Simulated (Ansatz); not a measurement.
**TaC (sextet): geometry optimisation**

Aim: relax a generated start of TaC (sextet) and see which bonds hold.

Program: Ansatz 0.2.0, Gaussian basis. Level of theory: UKS PBE0/def2-TZVP. These are calculated values, not measurements.

## Step 1: Where the work starts

2 atoms, charge 0, spin multiplicity 6.

Atoms are counted from 1 here; the program's logs count them from 0.

Bond lengths: Ta1–C2 2.210 Å.

The start is set by covalent radii. Sticks and bond lists go by distance. No spin-orbit coupling is included. Elements past krypton take def2 core potentials.

## Step 2: Relaxation

Input file in.yaml:

```yaml
crystal:
  periodic: [false, false, false]
  atoms:
    - {symbol: Ta, position_ang: [0.000000, 0.000000, 0.000000]}
    - {symbol: C, position_ang: [0.000000, 0.000000, 2.210000]}
basis:
  gaussian: {orbitals: def2-TZVP}
magnetization: {spin_polarized: true, initial_magnetization: 5}
hamiltonian: {xc: pbe0}
relax: {f_tol: 0.004, max_steps: 80}
```

On the command line:

```bash
ansatz run in.yaml --threads 1 --pin off --events-out ev --progress --plain --max-ram 2176MiB
```

What does the calculation give? Wanted: energy gained; shift from the start; total energy; dipole moment; ⟨S²⟩.

The runs gave:

```
                  quantity          value
                     steps              7
             energy gained       0.424 eV
shift from the start (rms)        0.113 Å
              total energy  -2578.9672 eV
             dipole moment         4.27 D
                      ⟨S²⟩          8.755
```

In words: The bonds of the start are those of the end. Ta1–C2 went from 2.210 to 1.984 Å. No vibrations were run, so this is a stationary point, not a proven minimum, and this spin need not be the ground state's.
